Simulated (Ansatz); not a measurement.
Hf2Pd2Se2Br2O3:

```
CELL_PARAMETERS angstrom
5.75899 0.00000 0.00000
-2.87949 4.98743 0.00000
0.00000 0.00000 8.52547
ATOMIC_POSITIONS crystal
Hf 0.33333 0.66667 0.54201
Hf 0.66667 0.33333 0.54201
Pd 0.33333 0.66667 0.12880
Pd 0.66667 0.33333 0.12880
Se 0.33333 0.66667 0.85572
Se 0.66667 0.33333 0.85572
Br 0.00000 0.00000 0.13895
Br 0.00000 0.00000 0.65384
O 0.50000 0.00000 0.42963
O 0.00000 0.50000 0.42963
O 0.50000 0.50000 0.42963
```

The cell was built by a generator and needn't be a form met in nature.

Base run:

| Property | Result |
| --- | --- |
| Program | Ansatz 0.2.0 |
| Functional | PBE |
| Potentials or basis | Ansatz PAW earlier set |
| Cutoff | 900 eV |
| Density cutoff | 3600 eV |
| k mesh | 6 × 6 × 3 |
| Occupations | fermi-dirac, width 0.05 eV |
| Spin | no spin polarisation |

Its results: band gap on the k mesh none (metal or under the smearing width); pressure -0.1 GPa; largest force 0.080 eV/Å.

Problem. The run is repeated on the same cell with these changes: potentials or basis from Ansatz PAW earlier set to PseudoDojo standard (PBE files); cutoff from 900 eV to 1170 eV; density cutoff from 3600 eV to 4680 eV; valence electrons from 172 to 124. What comes out?

Solution. Band gap on the k mesh none (metal or under the smearing width); pressure -0.6 GPa; largest force 0.406 eV/Å.

Not every run made on this cell is shown here.
